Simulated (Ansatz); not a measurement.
The system is CaIrN2.

```
CELL_PARAMETERS angstrom
1.64885 0.95196 5.00940
-1.64885 0.95196 5.00940
0.00000 -1.90393 5.00940
ATOMIC_POSITIONS crystal
Ir 0.50000 0.50000 0.50000
Ca 0.00000 0.00000 0.00000
N 0.23088 0.23088 0.23088
N 0.76912 0.76912 0.76912
```

The cell comes from a database or a generator and needn't be the stable form of this composition.

* Program: Ansatz 0.2.0
* Task: relaxation of cell and atoms
* Functional: r2SCAN
* Potentials or basis: Ansatz PAW
* Cutoff: 500 eV (not typed: the program's choice for these potentials)
* k mesh: 9 × 9 × 9
* Occupations: fermi-dirac, width 0.05 eV
* Spin: no spin polarisation
* Hubbard terms: Ir d U = 5 eV

At the start: volume 11.79 Å³/atom.

Task: How do energy, volume and symmetry change on relaxing?

Result: It ends after 6 steps and the volume is 11.55 Å³/atom (-2.1 %); space group R-3m (No. 166, to 0.05 Å).

The path:
| step | energy change (eV) | largest force (eV/Å) | volume (Å³) |
| --- | --- | --- | --- |
| 1 | 0.0000 | 0.3661 | 47.18 |
| 2 | -0.0201 | 0.1243 | 45.76 |
| 3 | -0.0235 | 0.0097 | 46.23 |
| 4 | -0.0235 | 0.0112 | 46.21 |
| 5 | -0.0235 | 0.0014 | 46.20 |
| 6 | -0.0230 | 0.0014 | 46.20 |

Final structure:
```cif
data_structure
_symmetry_space_group_name_H-M 'P 1'
_symmetry_Int_Tables_number 1
_cell_length_a 5.3369
_cell_length_b 5.3369
_cell_length_c 5.3369
_cell_angle_alpha 35.669
_cell_angle_beta 35.669
_cell_angle_gamma 35.669
_cell_volume 46.20
loop_
_atom_site_label
_atom_site_type_symbol
_atom_site_fract_x
_atom_site_fract_y
_atom_site_fract_z
_atom_site_occupancy
Ir1 Ir 0.50000 0.50000 0.50000 1
Ca1 Ca 0.00000 0.00000 0.00000 1
N1 N 0.23292 0.23292 0.23292 1
N2 N 0.76708 0.76708 0.76708 1
```

Caveat: the plane-wave basis is chosen anew once the cell has moved, so the energies of steps on either side of that aren't comparable; U without spin polarisation on a metal has little footing; the PAW data sets come from PBE, with cores solved anew for the run's functional, which leaves a small shift of forces and pressure.
